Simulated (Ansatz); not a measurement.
# Mo (sc type): how the settings move a single-point run

Aim: see which settings change the result for Mo (sc type), by how much, and at what cost.

Method: reference: DFT, PBEsol, all-electron LAPW, scalar-relativistic, in Ansatz 0.2.0.

2 further runs of the same task are left out: 2 that didn't finish. Runs told in other sessions of the task aren't counted.

### 1 The starting structure

The structure is cubic, space group Pm-3m (No. 221). The conventional cell has a = 1.941 Å, b = 1.941 Å, c = 1.941 Å, α = 90.00°, β = 90.00°, γ = 90.00°. Mo (site symmetry m-3m) is surrounded by 6 Mo at 1.94 Å.

Coordinates:

```
Mo
1.0
     1.94075    0.00000    0.00000
     0.00000    1.94075    0.00000
     0.00000    0.00000    1.94075
Mo
1
Direct
  0.00000 0.00000 0.00000
```

### 2 Baseline

Contents of input.yaml:

```yaml
crystal:
  lattice:
    - [1.9407530043, 0.0, 0.0]
    - [0.0, 1.9407530043, 0.0]
    - [0.0, 0.0, 1.9407530043]
  atoms:
    - { symbol: Mo, position: [0.0, 0.0, 0.0] }
kpoints:
  mp_grid: { grid: [15, 15, 15] }
  band_path:
    path:
      - [0.0, 0.0, 0.0]
      - [0.0, 0.5, 0.0]
      - [0.5, 0.5, 0.0]
      - [0.0, 0.0, 0.0]
      - [0.5, 0.5, 0.5]
      - [0.0, 0.5, 0.0]
      - [0.5, 0.5, 0.5]
      - [0.5, 0.5, 0.0]
    npoints: 8
scf:
  occupations: { method: fermi_dirac, width: 0.1 }
hamiltonian:
  xc: pbesol
  pseudopotentials: { kind: all_electron, lapw: { basis_error: 0.001 } }
output:
  forces: true
  stress: true
  eigenvalues: true
  populations: true
  dos: { projected: true, de: 0.2, e_range: [-14, 8] }
```

Run with:

```sh
ansatz run input.yaml --threads 1 --pin off --max-ram 2048MiB --backend cpu --events-out ev --progress --plain --runs-dir out
```

Excerpt of the output:

```text
[...]
Basis set: ecut = 493.0568510897512 eV, 179 PW (Γ), exchange–correlation at level 2
[...]
k-points: 120 of 3375
[...]
SCF iter   1: F=—  HF=-110103.774194 eV  |F-HF|=—  |Δ(HF+E_count)|=         —  Δρ=3.65e-2  dr2=2.55e-2  ethr=7.92e-5  ⟨swp⟩=3.2  Hψ=16937  notcnv=0
preconditioner: auto → none  [metal: Δε(μ)=0.078 eV  Ē_g=32.412 eV  σ=0.100 eV  W_gap=0.19  n_scr=6 (ndim 8)  ℏωp=47.6 eV  f_vac=0.000  D(μ)=0.43/eV (n_scr^D=6)  sad-step TF]
SCF iter   2: F=—  HF=-110103.761724 eV  |F-HF|=—  |Δ(HF+E_count)|=   1.25e-2  Δρ=2.19e-2  dr2=1.05e-2  ethr=7.92e-5  ⟨swp⟩=2.0  Hψ=6943  notcnv=0
[...]
SCF iter   5: F=—  HF=-110103.756867 eV  |F-HF|=—  |Δ(HF+E_count)|=   4.56e-6  Δρ=6.34e-5  dr2=8.26e-8  ethr=2.19e-8  ⟨swp⟩=2.0  Hψ=6938  notcnv=0
SCF iter   6: F=-110103.756867 eV  HF=-110103.756867 eV  |F-HF|=5.82e-10  |Δ(HF+E_count)|=   1.65e-7  Δρ=3.77e-6  dr2=2.09e-10  ethr=2.58e-10  ⟨swp⟩=2.6  Hψ=7078  notcnv=0
[...]
SCF converged after 6 iterations
Free energy (F): -110103.756867 eV
[...]
E sigma→0 (E₀):  -110103.749288 eV
[...]
Fermi energy:    52.300713 eV
[...]
  P = ⅓ Tr σ = 985.0290 GPa (9850.290 kbar)
[...]
```

Run time: 16 s. Hardware: 1 thread of Arm Neoverse V1, shared host; peak memory 0.31 GiB.

### 3 Variant: dr2_threshold 1.0e-09

input.yaml, as its differences from that of step 2:

```diff
@@ -22,2 +22,3 @@
   occupations: { method: fermi_dirac, width: 0.1 }
+  convergence: { dr2_threshold: 1.0e-09 }
 hamiltonian:
@@ -30,2 +31 @@
   populations: true
-  dos: { projected: true, de: 0.2, e_range: [-14, 8] }
```

Run with:

```sh
ansatz run input.yaml --threads 1 --pin off --max-ram 2048MiB --backend cpu --events-out ev --progress --plain --runs-dir out
```

Standard output:

```text
Mo: projections on atomic orbitals take those of the free atom 1s2 2s2 2p6 3s2 3p6 3d10 4s2 4p6 4d5 5s1, of charge +0.00 (hamiltonian.pseudopotentials.projection_atoms)
LAPW: plane waves up to 11.376 Å⁻¹, error target 1.0e-3 eV per atom; small_component_spin mean_spin; Mo in spheres of 0.970 Å, 32 of its electrons in bands, Dirac shells []
Engine: ansatz 0.2.0
Pseudopotentials: kind: all_electron
Pseudopotential: Mo, LAPW, valence charge 32, Koelling and Harmon's equation, gaussian nucleus
Functional definition: PBEsol
  exchange = pbesol_x
  correlation = pbesol_c
Crystal: 1 atoms, lattice volume = 7.310 Å³
Basis set: ecut = 493.0568510897512 eV, 179 PW (Γ), exchange–correlation at level 2
Bands: 20, of which v1, the nominal top of the filled ones, is band 16 counted from 1 (15 counted from 0)
Symmetry: 48 space group operations
Space group: Pm-3m (ITA 221), of the structure as read, at distance tolerance 1.9e-5 Å
k-points: 120 of 3375
Non-local potential: Mo, projectors of the file, none
Initial density: superposition of atomic densities (chi_scale 0.1, normalization cell)
Initial wavefunctions: plane waves of lowest kinetic energy (no species holds an atomic orbital)
Functional: x = pbesol(κ = 0.804, μ = 0.12345679012345678), c = pbesol(β = 0.046)
iter 1 solved again at ethr=7.92e-5 eV; its pass at ethr=1.00e-1 eV (dr2=2.53e-2 eV) is discarded
SCF iter   1: F=—  HF=-110103.774194 eV  |F-HF|=—  |Δ(HF+E_count)|=         —  Δρ=3.65e-2  dr2=2.55e-2  ethr=7.92e-5  ⟨swp⟩=3.2  Hψ=16937  notcnv=0
preconditioner: auto → none  [metal: Δε(μ)=0.078 eV  Ē_g=32.412 eV  σ=0.100 eV  W_gap=0.19  n_scr=6 (ndim 8)  ℏωp=47.6 eV  f_vac=0.000  D(μ)=0.43/eV (n_scr^D=6)  sad-step TF]
SCF iter   2: F=—  HF=-110103.761724 eV  |F-HF|=—  |Δ(HF+E_count)|=   1.25e-2  Δρ=2.19e-2  dr2=1.05e-2  ethr=7.92e-5  ⟨swp⟩=2.0  Hψ=6943  notcnv=0
iter 3 solved again at ethr=4.04e-7 eV; its pass at ethr=3.29e-5 eV (dr2=1.29e-4 eV) is discarded
SCF iter   3: F=—  HF=-110103.757031 eV  |F-HF|=—  |Δ(HF+E_count)|=   4.69e-3  Δρ=2.19e-3  dr2=1.29e-4  ethr=4.04e-7  ⟨swp⟩=2.1  Hψ=11788  notcnv=0
SCF iter   4: F=—  HF=-110103.756862 eV  |F-HF|=—  |Δ(HF+E_count)|=         —  Δρ=5.95e-4  dr2=7.00e-6  ethr=4.04e-7  ⟨swp⟩=2.1  Hψ=6956  notcnv=0
the basis was enlarged: its passes take 342.6 KiB over the memory plan, 1 of 1 planned eigensolver slots
SCF iter   5: F=—  HF=-110103.756867 eV  |F-HF|=—  |Δ(HF+E_count)|=   4.56e-6  Δρ=6.34e-5  dr2=8.26e-8  ethr=2.19e-8  ⟨swp⟩=2.0  Hψ=6938  notcnv=0
SCF iter   6: F=-110103.756867 eV  HF=-110103.756867 eV  |F-HF|=5.82e-10  |Δ(HF+E_count)|=   1.65e-7  Δρ=3.77e-6  dr2=2.09e-10  ethr=2.58e-10  ⟨swp⟩=2.6  Hψ=7078  notcnv=0
SCF 1 converged in 6 iterations: F = -110103.756867 eV  dr2 = 2.09e-10
NSCF: frozen V_eff on 57 k-points
SCF converged after 6 iterations
Free energy (F): -110103.756867 eV
Harris-Foulkes:  -110103.756867 eV  (|F-HF|=5.82e-10)
Internal energy: -110103.741709 eV  (E = F + TS)
E sigma→0 (E₀):  -110103.749288 eV
Entropy (-TS):   -0.015158 eV (-15.158 meV/atom)
Fermi energy:    52.300713 eV
--- Per-component energies (eV) ---
  E_band       = -4066.158097
  E_kinetic    = 114225.200905
  E_xc         = -3336.368256
  E_electrostatic = -220992.574357  (all electrons and nuclei)
  E_smearing   = -0.015158  (= −TS)
  E_closure    = 0.000000  (closes the sum)
  E_atoms      = -110107.552781  (free atoms, spherical and without spin; not in F)
  Σ components = -110103.756867   (vs F -110103.756867, Δ=0.00e0)
  Basis errors (estimates in eV, not in F): energy 4.1e-4 per atom: plane waves 3.7e-4 (2.1e-4 summed), levels above the bands 2.4e-75, relativity 5.1e-8, radial functions 3.3e-5, core shells 1.4e-12; eigenvalues (radial functions only) 6.8e-6; not estimated: angular momenta, meshes, grids; target (lapw.basis_error) 1.0e-3; muffin-tin radii Mo 0.970 Å
--- Forces (eV/Å), atoms counted from 1 ---
  atom   1  Mo    -0.00000000     0.00000000    -0.00000000
  max |Σ_I F_I| component: 3.12e-31 eV/Å
--- Stress (GPa, compression-positive) ---
      985.029014       0.000000       0.000000
        0.000000     985.029014       0.000000
        0.000000       0.000000     985.029014
  P = ⅓ Tr σ = 985.0290 GPa (9850.290 kbar)
--- Band table (eV; the first three rows and the last of 120) ---
  k-point 0: bands = ["-418.9596", "-321.9337", "-321.9337", "-321.9337", "-164.0391", "-164.0391", "-164.0381", "-164.0381", "-164.0381", "-14.6713", "19.4444", "19.4444", "19.4444", "39.9583", "39.9583", "45.5014", "63.2808", "63.2808", "63.2808", "77.0619"]
  k-point 1: bands = ["-418.9596", "-321.9338", "-321.9337", "-321.9337", "-164.0391", "-164.0389", "-164.0382", "-164.0382", "-164.0381", "-14.5713", "18.7020", "19.5051", "19.5051", "40.0523", "40.7079", "45.8979", "62.3933", "62.3933", "63.3371", "75.9332"]
  k-point 2: bands = ["-418.9596", "-321.9338", "-321.9337", "-321.9337", "-164.0391", "-164.0383", "-164.0383", "-164.0381", "-164.0380", "-14.2798", "16.8380", "19.6794", "19.6794", "40.3257", "42.3692", "47.2751", "60.3378", "60.3378", "63.4988", "73.4804"]
  k-point 119: bands = ["-418.9595", "-321.9342", "-321.9342", "-321.9342", "-164.0406", "-164.0406", "-164.0406", "-164.0290", "-164.0290", "-6.0978", "11.9200", "11.9200", "11.9490", "39.5402", "39.6810", "39.6810", "54.8899", "71.1997", "71.1997", "85.6095"]
--- Löwdin populations: 1 site ---
  site symbol       q [e]
     0     Mo     41.9071
  spilling = 0.002211 (of n_electrons = 42.000000)
```

Wall time 16 s (1 thread of Arm Neoverse V1, shared host); peak memory 0.31 GiB.

Energy and cycle count are those of the reference, so the change (convergence setting) left the result and the number of cycles as they were.

### 4 Comparison

| run | ending | energy change | pressure (GPa) | gap (eV) | force (eV/Å) | cycles | time |
| --- | --- | --- | --- | --- | --- | --- | --- |
| reference | converged | 0 | 985.0 | 0.00 | 0.00 | 6 | 16 s |
| 1: dr2_threshold 1.0e-09 | converged | 0.0 meV/atom | 985.0 | 0.00 | 0.00 | 6 | 16 s |

Times don't compare one to one where runs were asked for different outputs or read a saved state (see the inputs); cycles may leave out searches for a lower state.

Residual by cycle in the longest SCF loop of each run; runs are numbered as in the table. The quantity is the density residual dr2, in eV.

| cycle | reference | run 1 |
| --- | --- | --- |
| 1 | 0.0255 | 0.0255 |
| 2 | 0.0105 | 0.0105 |
| 3 | 1.3e-4 | 1.3e-4 |
| 4 | 7.0e-6 | 7.0e-6 |
| 5 | 8.3e-8 | 8.3e-8 |
| 6 | 2.1e-10 | 2.1e-10 |

Energy and cycle count are those of the reference, so the change (convergence setting) left the result and the number of cycles as they were. The structure is not at rest: the sound run finds 985 GPa, so these are no properties of the relaxed crystal. 
